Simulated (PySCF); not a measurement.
**[Eu(H2O)4]3+: other functionals and bases at one geometry**

The task here is to estimate one member of a computed series from the others.

Program: PySCF 2.14.0. Level of theory: several levels, as the steps say, no spin–orbit coupling. These are calculated values, not measurements.

3 further runs of the same task are left out: 2 for a known fault of the program, 1 set aside as unsound or not needed.

## The starting structure

13 atoms, charge 3, spin multiplicity 1.

Bond lengths: Eu1–O2 2.331 Å, Eu1–O5 2.331 Å, Eu1–O8 2.331 Å, Eu1–O11 2.331 Å, O2–H3 0.986 Å, O2–H4 0.986 Å, O5–H6 0.986 Å, O5–H7 0.986 Å, O8–H9 0.986 Å, O8–H10 0.986 Å, O11–H12 0.986 Å, O11–H13 0.986 Å. Angles: O2–Eu1–O5 111.4°, O2–Eu1–O8 105.7°, O2–Eu1–O11 111.4°, O5–Eu1–O8 111.4°, O5–Eu1–O11 105.7°, O8–Eu1–O11 111.4°, Eu1–O2–H3 128.6°, Eu1–O2–H4 128.3°, H3–O2–H4 103.0°, Eu1–O5–H6 128.3°, Eu1–O5–H7 128.6°, H6–O5–H7 103.1°, Eu1–O8–H9 128.3°, Eu1–O8–H10 128.6°, H9–O8–H10 103.0°, Eu1–O11–H12 128.6°, Eu1–O11–H13 128.3°, H12–O11–H13 103.1°.

Coordinates:

```xyz
13
charge 3, multiplicity 1
Eu    0.0000    0.0000    0.0000
O     1.4083    1.2802    1.3464
H     1.3497    1.4448    2.3169
H     2.2144    1.7841    1.0833
O    -1.4083   -1.3464    1.2802
H    -2.2145   -1.0833    1.7841
H    -1.3496   -2.3169    1.4449
O     1.4083   -1.2802   -1.3464
H     2.2144   -1.7841   -1.0833
H     1.3497   -1.4448   -2.3169
O    -1.4083    1.3464   -1.2802
H    -1.3496    2.3169   -1.4449
H    -2.2145    1.0833   -1.7841
```

Formal oxidation states: Eu +3. Each metal's 6 4f electrons lie in its core potential, so multiplicities, spins and levels count the valence alone. An earlier session relaxed this geometry at r2SCAN, Eu lcecp-1-SVP with ECP52, O def2-SVP, H def2-SVP (singlet, point group S4).

At r2SCAN on the finer grid: E = -339.693608 Eh, HOMO -22.71 eV, LUMO -15.88 eV, Mulliken charge on Eu1 +1.76 e, largest force component 0.039 eV/Å. 

Levels to run: PBE0; TPSSh; CAM-B3LYP; BLYP; r2SCAN, TZVP. Hardware: 2 threads of Arm Neoverse V2, shared host.

The first run:

The input, run.py (the lines that set the calculation):

```python
mol = gto.M(atom='''
Eu    -0.00001     0.00000     0.00000
O      1.40830     1.28018     1.34637
H      1.34972     1.44479     2.31691
H      2.21441     1.78411     1.08334
O     -1.40832    -1.34637     1.28019
H     -2.21453    -1.08328     1.78406
H     -1.34957    -2.31695     1.44494
O      1.40830    -1.28018    -1.34637
H      2.21441    -1.78411    -1.08334
H      1.34972    -1.44479    -2.31691
O     -1.40832     1.34637    -1.28019
H     -1.34957     2.31695    -1.44494
H     -2.21453     1.08328    -1.78406''',
    basis={'Eu': 'lcecp-1-SVP', 'O': 'def2-SVP', 'H': 'def2-SVP'},
    ecp={'Eu': 'lcecp-1-SVP'},
    charge=3, spin=0)
mf = dft.RKS(mol, xc='PBE0')
mf.grids.atom_grid = (75, 302)  # f atoms: unpruned, at least (60, 302)
mf = mf.density_fit()  # fitting sets: Eu AutoAux, O def2-universal-JKFIT, H def2-universal-JKFIT
mf.conv_tol = 1e-08; mf.max_cycle = 55
mf.kernel(dm0)  # dm0: the density of the relaxed state
```

The run is started by

```bash
$ OMP_NUM_THREADS=2 python run.py
```

Steps of the session up to this table: PBE0; TPSSh; CAM-B3LYP; BLYP; r2SCAN, TZVP.

One of the session's tables, all rows but one given; the rest of the session is left out.

| level | HOMO (eV) | gap (eV) | charge on Eu1 (e) | largest force component (eV/Å) |
| --- | --- | --- | --- | --- |
| r2SCAN (relaxed here) | -22.71 | 6.82 | 1.76 | 0.04 |
| PBE0 | -24.14 | 8.88 | 1.79 | 0.11 |
| TPSSh | ? | ? | ? | ? |
| CAM-B3LYP | -25.65 | 11.56 | 1.76 | 0.04 |
| BLYP | -22.13 | 6.07 | 1.59 | 0.47 |
| r2SCAN, TZVP | -22.71 | 6.89 | 2.11 | 0.24 |

**Question.** Estimate the row for TPSSh.

As computed: HOMO (eV): -23.10; gap (eV): 7.51; charge on Eu1 (e): 1.75; largest force component (eV/Å): 0.14. In the column «HOMO (eV)» it lies between PBE0 (-24.14) and r2SCAN (relaxed here) (-22.71).

In one basis the HOMO–LUMO gap runs from 6.07 eV (BLYP) to 11.56 eV (CAM-B3LYP). The largest leftover force, 0.47 eV/Å with BLYP, stands at a geometry relaxed at another level. With 4f in the core, its levels are missing from HOMO and gap, and its count is fixed, so no charge can pass from the ligands into it. Total energies of different levels can't be compared.
